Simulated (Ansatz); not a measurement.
# ClH5N2SeSi: the cost of one run

Method: RKS B3LYP-D4/def2-SVP, in Ansatz 0.2.0.

### Step 1. The system as given

Bond lengths: N1–Si2 1.725 Å, Si2–N3 1.772 Å, Si2–Cl4 2.076 Å, Si2–Se5 2.286 Å, N1–H6 1.061 Å, N1–H7 1.082 Å, N3–H8 0.979 Å, N3–H9 1.052 Å, Se5–H10 1.508 Å. Angles: N1–Si2–N3 108.1°, N1–Si2–Cl4 111.8°, N1–Si2–Se5 109.9°, N3–Si2–Cl4 109.5°, N3–Si2–Se5 110.5°, Cl4–Si2–Se5 107.1°, Si2–N1–H6 111.1°, Si2–N1–H7 107.9°, H6–N1–H7 102.1°, Si2–N3–H8 109.3°, Si2–N3–H9 108.4°, H8–N3–H9 107.0°, Si2–Se5–H10 90.6°.

Structure file:

```xyz
10

N    -1.3060    0.7982    0.1770
Si    0.0533   -0.2153   -0.1429
N     0.3061   -1.2589    1.2664
Cl   -0.2406   -1.3901   -1.8294
Se    1.9052    1.0665   -0.5325
H    -1.1035    1.4701    0.9727
H    -1.4235    1.4702   -0.6623
H    -0.4672   -1.8493    1.3741
H     1.1392   -1.8739    1.0794
H     1.2201    1.7313   -1.6995
```

### Step 2. End point A

File input.yaml:

```yaml
crystal:
  periodic: [false, false, false]
  atoms:
    - { symbol: "N", position_ang: [-1.306, 0.7982, 0.177] }
    - { symbol: Si, position_ang: [0.0533, -0.2153, -0.1429] }
    - { symbol: "N", position_ang: [0.3061, -1.2589, 1.2664] }
    - { symbol: Cl, position_ang: [-0.2406, -1.3901, -1.8294] }
    - { symbol: Se, position_ang: [1.9052, 1.0665, -0.5325] }
    - { symbol: H, position_ang: [-1.1035, 1.4701, 0.9727] }
    - { symbol: H, position_ang: [-1.4235, 1.4702, -0.6623] }
    - { symbol: H, position_ang: [-0.4672, -1.8493, 1.3741] }
    - { symbol: H, position_ang: [1.1392, -1.8739, 1.0794] }
    - { symbol: H, position_ang: [1.2201, 1.7313, -1.6995] }
basis:
  gaussian: { orbitals: def2-SVP }
hamiltonian:
  xc: b3lyp
  dispersion: d4
relax:
  f_tol: 0.015
  max_steps: 40
```

Started as:

```bash
> ansatz run input.yaml --threads 2 --pin off --max-ram 3072MiB --backend cpu --events-out ev --progress --plain --runs-dir out
```

**Question.** How long does this run take on 2 threads of Intel Xeon 6975P-C (Granite Rapids), shared host, and how much memory does it need?

About 29 s, with a peak of 0.34 GiB.
